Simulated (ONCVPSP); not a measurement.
**Pseudopotential generation for F: ONCV, PBE**

Task: generate the file, and judge it by its errors in other configurations, its logarithmic derivatives, its ghosts and its cutoff.

The numbers are computed with ONCVPSP 4.0.1 (PBE, scalar-relativistic, spin-unpolarised reference atom).

### Step 1. The atom and the settings

The settings as typed:

| Quantity | Value |
| --- | --- |
| element | fluorine (F, Z = 9) |
| type | optimised norm-conserving Vanderbilt (ONCV) |
| frozen core | [He] |
| valence charge | 7 |
| reference configuration | 2s2 2p3 (charge +2) |
| partial waves | 2s: rc 0.80 bohr, ncon 4, nbas 8, qcut 7 1/bohr, 2 projectors, debl 3.7 Ha; 2p: rc 1.60 bohr, ncon 4, nbas 7, qcut 10.1 1/bohr, 1 projector |
| local potential | polynomial inside 0.70 bohr (lpopt 5, dvloc0 6 Ha) |
| core correction | Teter function, fcfact 2.5, rcfact 1.15 |

The outer shells as boxes (Hund's rule for the drawing; the calculation is spin-unpolarised):

```
[He] core
2s [↑↓]
2p [↑ ][↑ ][↑ ]
```

The nodes and maxima of the atom's own shells, from an earlier all-electron run, set the scale for the radii.

All-electron outer shells of the reference configuration (PBE, scalar-relativistic, ld1.x):

```csv
shell,level (eV),outermost node (bohr),outermost maximum (bohr)
1s,-710.26,–,0.11
2s,-67.99,0.24,0.73
2p,-49.00,–,0.66
```

### Step 2. Generating the potential

F.dat

```
# ATOM AND REFERENCE CONFIGURATION
# atsym  z   nc   nv     iexc    psfile
  F 9.00    1    2        4      upf
#
#   n    l    f
    1    0    2.00
    2    0    2.00
    2    1    3.00
#
# PSEUDOPOTENTIAL AND OPTIMIZATION
# lmax
    1
#
#   l,   rc,      ep,       ncon, nbas, qcut
    0    0.80    0.00    4    8    7.00
    1    1.60    0.00    4    7   10.10
#
# LOCAL POTENTIAL
# lloc, lpopt,  rc(5),   dvloc0
    4    5    0.70    6.00
#
# VANDERBILT-KLEINMAN-BYLANDER PROJECTORs
# l, nproj, debl
    0    2    3.70
    1    1    2.60
#
# MODEL CORE CHARGE
# icmod, fcfact, rcfact
    3    2.50    1.15
#
# LOG DERIVATIVE ANALYSIS
# epsh1, epsh2, depsh
   -4.00    5.00    0.02
#
# OUTPUT GRID
# rlmax, drl
    6.00    0.01
#
# TEST CONFIGURATIONS
# ncnf
    4
# nvcnf
#   n    l    f
    2
    2    0    2.00
    2    1    5.00
#
    2
    2    0    2.00
    2    1    4.00
#
    2
    2    0    2.00
    2    1    2.00
#
    2
    2    0    1.00
    2    1    5.00
#
```

Run with:

```
$ oncvpsp.x < F.dat > F.out
```

Before running it: what results should come out? Wanted: cutoffs for 1 and 0.1 mHa per electron, occupied waves; bound ghosts; GHOST(+) flags; largest test error; largest phase difference near zero energy, channels read; rms error of d²Exc/dn², without and with the model core.

**Answer**, as computed:

| quantity | value |
| --- | --- |
| cutoffs for 1 and 0.1 mHa per electron, occupied waves | 231 Ha and 279 Ha |
| bound ghosts | none found |
| GHOST(+) flags | none at low energy |
| largest test error (AE − PS) | +411 meV, for 2s1 2p5 |
| largest phase difference near zero energy, channels read | 0.170 rad |
| rms error of d²Exc/dn², without and with the model core | 2.32 and 3.06 mHa |

**Reading.** By total energies transferability is poor: the largest error is 411 meV on 19.3 eV, for 2s1 2p5. The potential is very hard: the looser tolerance needs 231 Ha. At the looser tolerance the 2s wave is the slowest; 2p needs 33 Ha. It is free of bound ghosts as far as tested. Near zero energy the largest phase difference among the channels read is 0.17 rad, in the p channel.
